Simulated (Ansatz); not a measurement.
# HfTi4Si: the cost of one run

Method: DFT PBE, scalar-relativistic, plane waves, PAW, in Ansatz 0.2.0.

## 1. The starting structure

It takes space group F-43m (No. 216, cubic). The conventional cell has a = 6.936 Å, b = 6.936 Å, c = 6.936 Å, α = 90.00°, β = 90.00°, γ = 90.00°. Around Hf (site symmetry -43m) lie 12 Ti at 2.88 Å and 4 Si at 3.00 Å. Ti (site symmetry 3m) has 6 Ti at 2.44 to 2.47 Å and 3 Si at 2.87 Å as nearest neighbours. Si (site symmetry -43m) is surrounded by 12 Ti at 2.87 Å and 4 Hf at 3.00 Å.

Structure file:

```cif
data_structure
_symmetry_space_group_name_H-M 'P 1'
_symmetry_Int_Tables_number 1
_cell_length_a 4.9047
_cell_length_b 4.9047
_cell_length_c 4.9047
_cell_angle_alpha 60.000
_cell_angle_beta 60.000
_cell_angle_gamma 60.000
_cell_volume 83.43
loop_
_atom_site_label
_atom_site_type_symbol
_atom_site_fract_x
_atom_site_fract_y
_atom_site_fract_z
_atom_site_occupancy
Hf1 Hf 0.00000 0.00000 0.00000 1
Ti1 Ti 0.87276 0.37575 0.37575 1
Ti2 Ti 0.37575 0.37575 0.37575 1
Ti3 Ti 0.37575 0.87276 0.37575 1
Ti4 Ti 0.37575 0.37575 0.87276 1
Si1 Si 0.75000 0.75000 0.75000 1
```

A structure generator made this guess: species swapped into a database cell of ErCu4Ag (F-43m, No. 216), with Hf on the Er sites, Ti on the Cu sites and Si on the Ag sites. Lengths come from tabulated atomic sizes and are only a guess.

## 2. Probe: one point on a coarse mesh

File input.yaml:

```yaml
crystal:
  lattice:
    - [0.0, 3.46811204, 3.46811204]
    - [3.46811204, 0.0, 3.46811204]
    - [3.46811204, 3.46811204, 0.0]
  atoms:
    - { symbol: Hf, position: [0.0, 0.0, 0.0] }
    - { symbol: Ti, position: [0.87275615, 0.37574795, 0.37574795] }
    - { symbol: Ti, position: [0.37574795, 0.37574795, 0.37574795] }
    - { symbol: Ti, position: [0.37574795, 0.87275615, 0.37574795] }
    - { symbol: Ti, position: [0.37574795, 0.37574795, 0.87275615] }
    - { symbol: Si, position: [0.75, 0.75, 0.75] }
basis:
  ecutwfc: 420
kpoints:
  mp_grid: { grid: [4, 4, 4] }
hamiltonian:
  xc: pbe
scf:
  occupations: { method: gaussian, width: 0.1 }
  lower_state_search: "off"
output:
  forces: true
  stress: true
  eigenvalues: true
```

On the command line:

```
> ansatz run input.yaml --threads 1 --pin off --max-ram 2560MiB --backend cpu --events-out ev --progress --plain --runs-dir out
```

What time and memory should one allow on 1 thread of AMD EPYC 7R43 (Zen 3), shared host?

About 6.6 s, with a peak of 0.37 GiB.
